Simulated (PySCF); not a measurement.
# CH9OPSi2 (SMILES CO[SiH]([SiH3])P) at 3 levels

We compute a comparison of 3 runs (PBE0/def2-SVP, PBE/6-311+G**, CCSD/def2-SVP) of CH9OPSi2. 

The results are computed with PySCF 2.14.0.

### Step 1. The molecule

The species is CH9OPSi2 (14 atoms), meant as a singlet with charge 0. SMILES: `CO[SiH]([SiH3])P`. The shape is that of a GFN2-xTB optimisation. This is one conformer, not always the lowest.

Bond lengths: C1–O2 1.392 Å, O2–Si3 1.628 Å, Si3–Si4 2.330 Å, Si3–P5 2.237 Å, C1–H6 1.090 Å, C1–H7 1.094 Å, C1–H8 1.093 Å, Si3–H9 1.481 Å, Si4–H10 1.465 Å, Si4–H11 1.470 Å, Si4–H12 1.470 Å, P5–H13 1.384 Å, P5–H14 1.382 Å. Some angles: C1–O2–Si3 127.2°, O2–Si3–Si4 111.7°, O2–Si3–P5 99.2°, Si4–Si3–P5 118.5°, O2–C1–H6 108.2°, O2–C1–H7 110.9°, O2–C1–H8 110.6°, O2–Si3–H9 108.8°, Si4–Si3–H9 111.4°, P5–Si3–H9 106.3°.

### Step 2. Energy and forces at PBE0/def2-SVP (run 1)

Input file geometry.xyz:

```xyz
14
CH9OPSi2
C     -1.722880     1.150710     1.019860
O     -0.431130     1.267990     0.514410
Si     0.258680     0.355440    -0.643930
Si     0.196230    -1.910380    -0.105730
P      2.248910     1.370210    -0.763270
H     -1.835720     1.866660     1.834400
H     -1.903640     0.140370     1.397260
H     -2.460490     1.368780     0.243570
H     -0.421010     0.622960    -1.931730
H      0.786780    -2.748730    -1.152220
H      0.916850    -2.222170     1.136570
H     -1.175220    -2.396560     0.100830
H      2.875020     0.557760     0.165230
H      2.667640     0.576960    -1.815260
```

Input file input.py:

```python
from pyscf import gto, dft

mol = gto.M(
    atom='geometry.xyz',
    spin=0,
    basis='def2-svp',
    verbose=4,
    max_memory=1860,
)

ks = dft.RKS(mol)
ks.xc = 'pbe0'
ks.conv_tol = 1e-10
ks.grids.level = 5
ks.kernel()
if not ks.converged:
    ks = ks.newton().run(ks.mo_coeff, ks.mo_occ)

energy = ks.e_tot
print(f'total energy: {energy:.8f} hartree')
grad = ks.nuc_grad_method().kernel()
ks.analyze()
```

Started as:

```console
OMP_NUM_THREADS=1 python input.py
```

Standard output:

```text
PySCF version 2.14.0

[... 100 lines left out ...]
Two-electron Coulomb Energy =          838.670242142219422
[... 17 lines left out ...]
MO #15  energy= -3.66318671031625  occ= 2
[... 15 lines left out ...]
MO #31  energy= -0.316227772504804 occ= 2
[... 15 lines left out ...]
MO #47  energy= 0.259489810562098  occ= 0
[... 15 lines left out ...]
MO #63  energy= 0.530213854086517  occ= 0
[... 15 lines left out ...]
MO #79  energy= 0.805565036448976  occ= 0
[... 15 lines left out ...]
MO #95  energy= 1.4987992880896    occ= 0
[... 15 lines left out ...]
MO #111 energy= 2.02795875692476   occ= 0
[... 15 lines left out ...]
MO #127 energy= 3.36213915847291   occ= 0
[... 144 lines left out ...]
Dipole moment(X, Y, Z, Debye): -1.01610, -0.95153,  0.18769
```

Wall time 2.2 min (1 thread of Intel Xeon at 2.50GHz (Skylake/Cascade Lake), shared host); peak memory 1.4 GiB.

### Step 3. Energy and gradient at PBE/6-311+G(d,p) (run 2)

Input file run.py:

```python
from pyscf import gto, dft

mol = gto.M(
    atom=[
    ('C', (-1.722880, 1.150710, 1.019860)),
    ('O', (-0.431130, 1.267990, 0.514410)),
    ('Si', (0.258680, 0.355440, -0.643930)),
    ('Si', (0.196230, -1.910380, -0.105730)),
    ('P', (2.248910, 1.370210, -0.763270)),
    ('H', (-1.835720, 1.866660, 1.834400)),
    ('H', (-1.903640, 0.140370, 1.397260)),
    ('H', (-2.460490, 1.368780, 0.243570)),
    ('H', (-0.421010, 0.622960, -1.931730)),
    ('H', (0.786780, -2.748730, -1.152220)),
    ('H', (0.916850, -2.222170, 1.136570)),
    ('H', (-1.175220, -2.396560, 0.100830)),
    ('H', (2.875020, 0.557760, 0.165230)),
    ('H', (2.667640, 0.576960, -1.815260)),
],
    verbose=4,
    max_memory=1860,
    basis='6-311+g**',
)

mf = dft.RKS(mol, xc='pbe')
mf.conv_tol = 1e-10
mf.grids.level = 5
mf.kernel()
if not mf.converged:
    mf = mf.newton().run(mf.mo_coeff, mf.mo_occ)

e_tot = mf.e_tot
print('Final energy', e_tot)
grad = mf.nuc_grad_method().kernel()
mf.analyze()
```

Started as:

```console
OMP_NUM_THREADS=1 python run.py
```

Standard output:

```text
PySCF version 2.14.0

[... 115 lines left out ...]
MO #4   energy= -18.7508593293778  occ= 2
[... 22 lines left out ...]
MO #27  energy= -0.318468946019612 occ= 2
[... 22 lines left out ...]
MO #50  energy= 0.0667382648075048 occ= 0
[... 22 lines left out ...]
MO #73  energy= 0.29171257777102   occ= 0
[... 22 lines left out ...]
MO #96  energy= 0.665779489273488  occ= 0
[... 22 lines left out ...]
MO #119 energy= 1.33198666195057   occ= 0
[... 22 lines left out ...]
MO #142 energy= 1.98962738858541   occ= 0
[... 22 lines left out ...]
MO #165 energy= 3.26170823221422   occ= 0
[... 22 lines left out ...]
MO #188 energy= 162.4740863077     occ= 0
[... 205 lines left out ...]
Dipole moment(X, Y, Z, Debye): -0.92785, -0.94763,  0.09905
```

Run time: 4.4 min. Hardware: 1 thread of Intel Xeon at 2.50GHz (Skylake/Cascade Lake), shared host; peak memory 2.7 GiB.

### Step 4. The energy at CCSD/def2-SVP (run 3)

Input file calc.py:

```python
# CO[SiH]([SiH3])P
from pyscf import gto, cc

mol = gto.Mole()
mol.atom = [
    ('C', (-1.722880, 1.150710, 1.019860)),
    ('O', (-0.431130, 1.267990, 0.514410)),
    ('Si', (0.258680, 0.355440, -0.643930)),
    ('Si', (0.196230, -1.910380, -0.105730)),
    ('P', (2.248910, 1.370210, -0.763270)),
    ('H', (-1.835720, 1.866660, 1.834400)),
    ('H', (-1.903640, 0.140370, 1.397260)),
    ('H', (-2.460490, 1.368780, 0.243570)),
    ('H', (-0.421010, 0.622960, -1.931730)),
    ('H', (0.786780, -2.748730, -1.152220)),
    ('H', (0.916850, -2.222170, 1.136570)),
    ('H', (-1.175220, -2.396560, 0.100830)),
    ('H', (2.875020, 0.557760, 0.165230)),
    ('H', (2.667640, 0.576960, -1.815260)),
]
mol.max_memory = 1860
mol.charge = 0
mol.basis = 'def2-svp'
mol.verbose = 4
mol.build()

myscf = mol.RHF()
myscf.conv_tol = 1e-10
myscf.kernel()
if not myscf.converged:
    myscf = myscf.newton().run(myscf.mo_coeff, myscf.mo_occ)

mycc = cc.CCSD(myscf, frozen=17)
mycc.kernel()
e_final = mycc.e_tot
print('Final energy', e_final)
dip = myscf.dip_moment()
pop, q = myscf.mulliken_pop()
```

Started as:

```console
OMP_NUM_THREADS=1 python calc.py
```

Standard output:

```text
PySCF version 2.14.0

[... 70 lines left out ...]
converged SCF energy = -1036.21227175966
[... 12 lines left out ...]
Init t2, MP2 energy = -1036.85917631579  E_corr(MP2) -0.646904556128132
[... 13 lines left out ...]
CCSD converged
[... 1 line left out ...]
Final energy -1036.93755681306
Dipole moment(X, Y, Z, Debye): -1.29104, -1.11983,  0.16066
[... 142 lines left out ...]
charge of   13H =     -0.04333
```

Wall time 100 s (1 thread of Intel Xeon at 2.50GHz (Skylake/Cascade Lake), shared host); peak memory 1.6 GiB.

### Step 5. Overview of the runs

```tsv
run	level	task	integration grid	energy (Eh)	dipole moment (D) of the reference	HOMO energy (eV)	LUMO energy (eV)	wall time
1	PBE0/def2-SVP	gradient	5	-1038.207781	1.40	-7.27	-0.30	2.2 min
2	PBE/6-311+G**	gradient	5	-1038.542260	1.33	-6.27	-1.36	4.4 min
3	CCSD/def2-SVP	energy	–	-1036.937557	1.72	-9.71	3.06	100 s
```

### Step 6. What came out

| quantity | value |
| --- | --- |
| run 3: total energy | -1036.93756 Eh |
| run 3: dipole moment (Hartree–Fock density) | 1.72 D |
| run 3: HOMO energy (Hartree–Fock orbitals) | -9.71 eV |
| run 3: LUMO energy (Hartree–Fock orbitals) | 3.06 eV |
| run 3: HOMO–LUMO gap (Hartree–Fock orbitals) | 12.78 eV |
| run 3: correlation energy (17 core orbitals frozen) | -725.3 mEh |
| run 3: T1 diagnostic | 0.012 |

In words: Totals of different functionals can't be ranked against each other. All runs together took 8.3 min, the longest 4.4 min.
